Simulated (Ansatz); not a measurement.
Ge2Sb2Te5:

```
CELL_PARAMETERS angstrom
6.83914 -3.06601 0.00000
6.83914 3.06601 0.00000
-6.83098 0.00000 6.84761
ATOMIC_POSITIONS crystal
Te 0.59470 0.59470 0.38643
Te 0.79529 0.79529 0.19611
Te 0.00832 0.00832 0.00643
Te 0.20652 0.20652 0.80980
Te 0.39996 0.39996 0.59712
Sb 0.90171 0.90171 0.58787
Sb 0.11187 0.11187 0.41735
Ge 0.28429 0.28429 0.18783
Ge 0.49734 0.49734 0.01104
```

The cell comes from a database or a generator and needn't be the stable form of this composition.

Base run:

| Item | Value |
| --- | --- |
| Program | Ansatz 0.2.0 |
| Functional | revPBE |
| Potentials or basis | Ansatz PAW |
| Cutoff | 420 eV |
| Density cutoff | 1680 eV |
| k mesh | 5 × 5 × 4 |
| Occupations | fermi-dirac, width 0.05 eV |
| Spin | no spin polarisation |

Its results: band gap on the k mesh 0.26 eV, indirect (least direct gap 0.33 eV); pressure 0.9 GPa; largest force 0.196 eV/Å.

**Question.** The run is repeated on the same cell with these changes: functional from revPBE to PBEsol. What comes out?

**Answer.** Band gap on the k mesh 0.25 eV, indirect (least direct gap 0.33 eV); pressure -2.4 GPa; largest force 0.218 eV/Å.

PBEsol binds more tightly than revPBE, so the same cell stands under less pressure.

Caveats: the k mesh misses the band edges, so the gap on the mesh is wider than the one along the path; spin-orbit coupling is left out, which moves the levels of the heavy elements; the PAW data sets come from PBE, with cores solved anew for the run's functional, which leaves a small shift of forces and pressure; the potentials were made for another functional, which shifts forces and pressure (some runs).

Not every run made on this cell is shown here.
